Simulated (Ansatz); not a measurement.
# C2HF2Ge radical: up Jacob's ladder to CCSD(T)

An exercise on one series of results from a longer session: the logs are not shown, and one member is left open.

Computed with Ansatz 0.2.0, Gaussian basis. Level: functionals in def2-TZVPP, the program's frozen cores in correlated methods.

Levels to be run: LDA (SPW92), PBE-D4, revPBE-D4, BLYP-D4, r2SCAN-D4, B97M-V, PBE0-D4, B3LYP-D4, r2SCANh-D4, r2SCAN0-D4, HSE06-D4, BHLYP-D4, CAM-B3LYP-D4, LC-ωPBE, ωB97X-V, ωB97M-V, B2PLYP, PBE-QIDH; CCSD(T)/def2-SVP; CCSD(T)/def2-TZVPP; MP2/def2-QZVPP; extrapolation to the limit; RPA on PBE.

## The relaxed structure

An earlier PBE0-D4 in a triple-zeta def2 set relaxation fixed the geometry.

SMILES `C#[C][Ge]([F])[F]`, 6 atoms, charge 0, spin multiplicity 2.

Atoms are counted from 1 here; the program's logs count them from 0.

Bond lengths: C1–C2 1.206 Å, C1–H6 1.067 Å, C2–Ge3 1.892 Å, Ge3–F4 1.728 Å, Ge3–F5 1.728 Å. Angles: C2–C1–H6 178.2°, C1–C2–Ge3 171.1°, C2–Ge3–F4 108.5°, C2–Ge3–F5 108.5°, F4–Ge3–F5 104.7°.

Set-up of the first run:

File in.yaml:

```yaml
crystal:
  periodic: [false, false, false]
  atoms:
    - {symbol: C, position_ang: [-0.190100, 0.518382, 1.692948]}
    - {symbol: C, position_ang: [-0.131417, 0.204157, 0.530329]}
    - {symbol: Ge, position_ang: [-0.289598, -0.139669, -1.323139]}
    - {symbol: F, position_ang: [-0.276601, -1.850641, -1.565139]}
    - {symbol: F, position_ang: [1.142887, 0.424070, -2.108219]}
    - {symbol: H, position_ang: [-0.213171, 0.779702, 2.727020]}
basis:
  gaussian: {orbitals: def2-TZVPP}
magnetization: {spin_polarized: true, initial_magnetization: 1}
hamiltonian: {xc: lda}
output: {orbitals: {seedname: orbitals}}
```

Steps of the session up to this table: LDA; PBE-D4 (GGA); revPBE-D4 (GGA); BLYP-D4 (GGA); r2SCAN-D4 (meta-GGA); B97M-V (meta-GGA); PBE0-D4 (hybrid); B3LYP-D4 (hybrid); r2SCANh-D4 (hybrid); r2SCAN0-D4 (hybrid); HSE06-D4 (hybrid); BHLYP-D4 (hybrid); CAM-B3LYP-D4 (range-separated); LC-ωPBE-D4 (range-separated; the results give it without D4); ωB97X-V (range-separated); ωB97M-V (range-separated); B2PLYP (double hybrid); PBE-QIDH (double hybrid).

One of the session's tables, all rows but one given; the rest of the session is left out.

It belongs to the step «Orbital energies across the functionals». 

| functional | HOMO (eV) | LUMO (eV) | gap (eV) |
| --- | --- | --- | --- |
| LDA (SPW92) | -6.41 | -5.41 | 1.00 |
| PBE-D4 | -6.31 | -4.98 | 1.33 |
| revPBE-D4 | -6.26 | -4.80 | 1.46 |
| BLYP-D4 | -6.14 | -5.04 | 1.10 |
| r2SCAN-D4 | -6.75 | -4.61 | 2.14 |
| B97M-V | -6.55 | -5.10 | 1.45 |
| PBE0-D4 | -7.64 | -4.03 | 3.61 |
| B3LYP-D4 | -7.37 | -4.50 | 2.87 |
| r2SCANh-D4 | -7.24 | -4.28 | 2.96 |
| r2SCAN0-D4 | -7.97 | -3.79 | 4.17 |
| HSE06-D4 | -7.24 | -4.41 | 2.83 |
| BHLYP-D4 | ? | ? | ? |
| CAM-B3LYP-D4 | -8.95 | -3.17 | 5.78 |
| LC-ωPBE | -10.34 | -1.61 | 8.73 |
| ωB97X-V | -9.83 | -2.08 | 7.76 |
| ωB97M-V | -9.70 | -2.18 | 7.52 |

**Question.** Estimate the row for BHLYP-D4.

Worked estimate for «HOMO (eV)». Against the share of exact exchange, BLYP-D4 (0, -6.14), B3LYP-D4 (0.2, -7.37) give a slope of -6.15 per unit share; at 0.5 the line stands at -9.21.

The run gave: HOMO (eV): -8.81; LUMO (eV): -3.25; gap (eV): 5.56. In «HOMO (eV)» the line misses by -0.40.
